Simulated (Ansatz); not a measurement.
# O: the cost of one run

Method: DFT LDA, scalar-relativistic, plane waves, PAW, in Ansatz 0.2.0.

1 further run of the same task is left out (set aside as unsound or not needed).

**1. The structure to begin with**

Symmetry: Fmmm, No. 69, orthorhombic system. The conventional cell has a = 3.225 Å, b = 3.246 Å, c = 7.388 Å, α = 90.00°, β = 90.00°, γ = 90.00°. O (site symmetry mm2) has 1 O at 1.19 Å as nearest neighbours.

Structure file:

```
CELL_PARAMETERS angstrom
0.00000 1.62317 3.69396
1.61269 0.00000 3.69396
1.61269 1.62317 0.00000
ATOMIC_POSITIONS crystal
O 0.08085 0.08085 0.91915
O 0.91915 0.91915 0.08085
```

This cell was relaxed beforehand with the same method: volume 9.67 Å³/atom, gap on the mesh none (metal).

**2. What is varied**

Atoms count from 1 in the order of the input.

The energy is mapped over a free internal coordinate and the cell.

First coordinate, shift of O1 along [0 0 1], its symmetry partners moved as symmetry demands (measured in the relaxed cell): 5 values from −0.143 Å. Second coordinate, volume per atom at fixed shape: 5 values from 8.90 to 10.44 Å³.

Nothing else is relaxed (all other coordinates fixed). Energies count from the relaxed crystal. Points are written as (first, second).

**3. The run at (0.143 Å, 8.90 Å³)**

input.yaml reads:

```yaml
crystal:
  lattice:
    - [0.0, 1.5786772463, 3.5926991519]
    - [1.5684857353, 0.0, 3.5926991519]
    - [1.5684857353, 1.5786772463, 0.0]
  atoms:
    - { symbol: O, position: [0.1002027111, 0.1002027111, 0.8997972889] }
    - { symbol: O, position: [0.8997972889, 0.8997972889, 0.1002027111] }
basis:
  ecutwfc: 520.0
kpoints:
  mp_grid: { grid: [20, 20, 20] }
hamiltonian:
  xc: lda
scf:
  occupations: { method: gaussian, width: 0.15 }
output:
  forces: true
  stress: true
  eigenvalues: true
  write_density: true
  write_potential: true
  elf: true
  volumetric_format: npy
```

Run with:

```bash
$ ansatz run input.yaml --threads 1 --pin off --max-ram 2048MiB --backend cpu --events-out ev --progress --plain --runs-dir out
```

What time and memory should one allow on 1 thread of AMD EPYC 7R43 (Zen 3), shared host?

About 14 s, with a peak of 0.57 GiB.
